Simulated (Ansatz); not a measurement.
# Y (Y, beta-Sn type): the cost of one run

Method: DFT LDA (PW92), plane waves (420 eV) with PAW, scalar-relativistic; the PAW data stem from PBE, with regenerated cores, in Ansatz 0.2.0.

### Step 1. The system as given

It takes space group I4_1/amd (No. 141, tetragonal). Conventional cell: a = 6.332 Å, b = 6.332 Å, c = 3.458 Å, α = 90.00°, β = 90.00°, γ = 90.00°. Around Y (site symmetry -4m2) lie 6 Y at 3.28 to 3.46 Å.

As a file:

```
CELL_PARAMETERS angstrom
-3.16625 3.16625 1.72877
3.16625 -3.16625 1.72877
3.16625 3.16625 -1.72877
ATOMIC_POSITIONS crystal
Y 0.00000 0.00000 0.00000
Y 0.75000 0.25000 0.50000
```

### Step 2. Relaxation of the cell

The input, input.yaml:

```yaml
crystal:
  lattice:
    - [-3.166246263, 3.166246263, 1.7287704596]
    - [3.166246263, -3.166246263, 1.7287704596]
    - [3.166246263, 3.166246263, -1.7287704596]
  atoms:
    - { symbol: "Y", position: [0.0, 0.0, 0.0] }
    - { symbol: "Y", position: [0.75, 0.25, 0.5] }
hamiltonian:
  xc: lda
  pseudopotentials:
    kind: paw
    azcp:
      "Y": "pseudopotentials/Y.paw.azcp"
basis:
  ecutwfc: 420
  fft_grid_basis: typed
kpoints:
  mp_grid: { grid: [10, 10, 7], shift: [0, 0, 0] }
magnetization:
  spin_polarized: false
scf:
  occupations: { method: fermi_dirac, width: 0.1 }
relax:
  max_steps: 60
  f_tol: 0.01
  cell: {}
```

What time and memory should one allow on 2 threads of an x86-64 CPU, shared host?

About 52 s, with a peak of 0.58 GiB.
